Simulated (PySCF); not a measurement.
# [La(H2O)]3+: other functionals and bases at one geometry

Aim: see how levels, charges and forces of [La(H2O)]3+ depend on the level of theory. The species was built from a template and needn't be a known compound.

Program: PySCF 2.14.0. Level of theory: several levels, as the steps say, no spin–orbit coupling. These are calculated values, not measurements.

1 further run of the same task is left out (for a known fault of the program).

### 1 The system as given

4 atoms, charge 3, spin multiplicity 1.

Bond lengths: La1–O2 2.335 Å, O2–H3 0.996 Å, O2–H4 0.996 Å. Angles: La1–O2–H3 128.8°, La1–O2–H4 128.8°, H3–O2–H4 102.4°.

As a file:

| atom | x (Å) | y (Å) | z (Å) |
| --- | --- | --- | --- |
| La1 | 0.00000 | 0.00000 | -0.14991 |
| O2 | 0.00000 | 0.00000 | 2.18528 |
| H3 | 0.77646 | 0.00000 | 2.80950 |
| H4 | -0.77646 | 0.00000 | 2.80950 |

Formal oxidation states: La +3. An earlier session relaxed this geometry at PBE0, La def2-SVP with ECP46, O def2-SVP, H def2-SVP (singlet, point group C2v).

At PBE0 on the finer grid: E = -106.596043 Eh, HOMO -27.11 eV, LUMO -19.82 eV, Mulliken charge on La1 +2.58 e, largest force component 0.002 eV/Å. 

Levels to run: BP86; revPBE; PBE0, TZVP. Hardware: 2 threads of Intel Xeon Platinum 8488C (Sapphire Rapids), shared host.

### 2 BP86

The input, run.py (the lines that set the calculation):

```python
mol = gto.M(atom='''
La     0.00000     0.00000    -0.14991
O      0.00000     0.00000     2.18528
H      0.77646     0.00000     2.80950
H     -0.77646     0.00000     2.80950''',
    basis={'La': 'def2-SVP', 'O': 'def2-SVP', 'H': 'def2-SVP'},
    ecp={'La': 'def2-SVP'},
    charge=3, spin=0)
mf = dft.RKS(mol, xc='B88,P86')
mf.grids.atom_grid = (75, 302)  # f atoms: unpruned, at least (60, 302)
mf = mf.density_fit()  # fitting sets: La def2-universal-JKFIT, O def2-universal-JKFIT, H def2-universal-JKFIT
mf.conv_tol = 1e-08; mf.max_cycle = 55
mf.kernel(dm0)  # dm0: the density of the relaxed state
```

Launch:

```bash
$ OMP_NUM_THREADS=2 python run.py
```

### 3 revPBE

run.py (the lines that set the calculation), as its differences from that of step 2:

```diff
@@ -8,3 +8,3 @@
     charge=3, spin=0)
-mf = dft.RKS(mol, xc='B88,P86')
+mf = dft.RKS(mol, xc='PBE_R,PBE')
 mf.grids.atom_grid = (75, 302)  # f atoms: unpruned, at least (60, 302)
```

### 4 PBE0, TZVP

Basis: La def2-TZVP with ECP46, O def2-TZVP, H def2-TZVP. 

The input, run.py (the lines that set the calculation):

```python
mol = gto.M(atom='''
La     0.00000     0.00000    -0.14991
O      0.00000     0.00000     2.18528
H      0.77646     0.00000     2.80950
H     -0.77646     0.00000     2.80950''',
    basis={'La': 'def2-TZVP', 'O': 'def2-TZVP', 'H': 'def2-TZVP'},
    ecp={'La': 'def2-TZVP'},
    charge=3, spin=0)
mf = dft.RKS(mol, xc='PBE0')
mf.grids.atom_grid = (75, 302)  # f atoms: unpruned, at least (60, 302)
mf = mf.density_fit()  # fitting sets: La def2-universal-JKFIT, O def2-universal-JKFIT, H def2-universal-JKFIT
mf.conv_tol = 1e-08; mf.max_cycle = 55
mf.kernel(dm0)  # dm0: free metal ions and neutral atoms
```

Q: Predict the outcome of this session. Wanted: for each run, HOMO; gap; charge on La1; dipole; largest force.

The runs gave:

| level | state | HOMO (eV) | gap (eV) | charge on La1 (e) | dipole (D) | largest force (eV/Å) | basis functions | time |
| --- | --- | --- | --- | --- | --- | --- | --- | --- |
| PBE0 (relaxed here) | singlet | -27.11 | 7.30 | 2.58 | 2.38 | 0.00 | 56 | 2.5 s |
| BP86 | singlet | -25.56 | 4.82 | 2.54 | 2.70 | 0.55 | 56 | 1.4 s |
| revPBE | singlet | -25.40 | 4.66 | 2.54 | 2.70 | 0.38 | 56 | 1.4 s |
| PBE0, TZVP | singlet | -27.12 | 7.29 | 2.64 | 2.40 | 0.25 | 83 | 3.4 s |

Times are on 2 threads of Intel Xeon Platinum 8488C (Sapphire Rapids), shared host; the first row also made further properties. The dipole of a charged species depends on the origin, so these sizes hold for this origin alone.

In one basis the HOMO–LUMO gap runs from 4.66 eV (revPBE) to 7.30 eV (PBE0). The largest leftover force, 0.55 eV/Å with BP86, stands at a geometry relaxed at another level. The Mulliken charge on La spans +2.54 to +2.64 e over the levels. Total energies of different levels can't be compared. Spin–orbit coupling is left out throughout.
